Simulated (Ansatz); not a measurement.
# GaH5O4: one species, many methods

An exercise on one series of results from a longer session: the logs are not shown, and one member is left open.

The runs use Ansatz 0.2.0, Gaussian basis; functionals in def2-TZVPP, the program's frozen cores in correlated methods.

The runs, in order: LDA (SPW92), PBE-D4, revPBE-D4, BLYP-D4, r2SCAN-D4, B97M-V, PBE0-D4, B3LYP-D4, r2SCANh-D4, r2SCAN0-D4, HSE06-D4, BHLYP-D4, CAM-B3LYP-D4, LC-ωPBE, ωB97X-V, ωB97M-V, B2PLYP, PBE-QIDH; CCSD(T)/def2-SVP; CCSD(T)/def2-TZVPP; MP2/def2-QZVPP; extrapolation to the limit; RPA on PBE.

## Structure used throughout

An earlier PBE0-D4 in a triple-zeta def2 set relaxation fixed the geometry.

SMILES `[OH][Ga-]([OH])([OH])[OH2+]`, 10 atoms, charge 0, spin multiplicity 1.

Atoms are counted from 1 here; the program's logs count them from 0.

Bond lengths: O1–Ga2 1.802 Å, O1–H6 0.959 Å, Ga2–O3 1.812 Å, Ga2–O4 1.787 Å, Ga2–O5 2.105 Å, O3–H7 0.958 Å, O4–H8 0.959 Å, O5–H9 0.969 Å, O5–H10 0.966 Å. Angles: Ga2–O1–H6 113.3°, O1–Ga2–O3 117.8°, O1–Ga2–O4 117.7°, O1–Ga2–O5 92.6°, O3–Ga2–O4 120.8°, O3–Ga2–O5 87.3°, O4–Ga2–O5 109.1°, Ga2–O3–H7 114.1°, Ga2–O4–H8 112.9°, Ga2–O5–H9 97.4°, Ga2–O5–H10 102.3°, H9–O5–H10 106.9°.

Set-up of the first run:

in.yaml reads:

```yaml
crystal:
  periodic: [false, false, false]
  atoms:
    - {symbol: O, position_ang: [-1.365480, 0.839531, 0.826814]}
    - {symbol: Ga, position_ang: [-0.258700, -0.369568, 0.077799]}
    - {symbol: O, position_ang: [1.268420, -0.778967, 0.963253]}
    - {symbol: O, position_ang: [-0.951151, -1.497028, -1.122647]}
    - {symbol: O, position_ang: [0.840938, 1.116972, -0.928978]}
    - {symbol: H, position_ang: [-2.290301, 0.680034, 0.631000]}
    - {symbol: H, position_ang: [1.179818, -0.778080, 1.917349]}
    - {symbol: H, position_ang: [-0.379363, -2.244774, -1.305598]}
    - {symbol: H, position_ang: [1.649849, 1.053806, -0.399180]}
    - {symbol: H, position_ang: [0.389168, 1.926775, -0.656811]}
basis:
  gaussian: {orbitals: def2-TZVPP}
hamiltonian: {xc: lda}
output: {orbitals: {seedname: orbitals}}
```

Steps of the session up to this table: LDA; PBE-D4 (GGA); revPBE-D4 (GGA); BLYP-D4 (GGA); r2SCAN-D4 (meta-GGA); B97M-V (meta-GGA); PBE0-D4 (hybrid); B3LYP-D4 (hybrid); r2SCANh-D4 (hybrid); r2SCAN0-D4 (hybrid); HSE06-D4 (hybrid); BHLYP-D4 (hybrid); CAM-B3LYP-D4 (range-separated); LC-ωPBE-D4 (range-separated; the results give it without D4); ωB97X-V (range-separated); ωB97M-V (range-separated); B2PLYP (double hybrid); PBE-QIDH (double hybrid).

One of the session's tables, all rows but one given; the rest of the session is left out.

It belongs to the step «Orbital energies across the functionals». 

```
  functional  HOMO (eV)  gap (eV)
 LDA (SPW92)      -6.77      5.30
      PBE-D4          ?         ?
   revPBE-D4      -6.45      5.32
     BLYP-D4      -6.45      5.16
   r2SCAN-D4      -6.92      6.18
      B97M-V      -6.98      5.91
     PBE0-D4      -8.27      7.94
    B3LYP-D4      -8.00      7.27
  r2SCANh-D4      -7.57      7.14
  r2SCAN0-D4      -8.56      8.56
    HSE06-D4      -7.86      7.16
    BHLYP-D4      -9.97     10.32
CAM-B3LYP-D4      -9.82     10.27
     LC-ωPBE     -11.20     13.06
     ωB97X-V     -10.83     12.45
     ωB97M-V     -10.77     12.02
```

Estimate the missing values for PBE-D4.

**Answer.** HOMO (eV): -6.54; gap (eV): 5.28. In the column «HOMO (eV)» it lies between LDA (SPW92) (-6.77) and revPBE-D4 (-6.45).
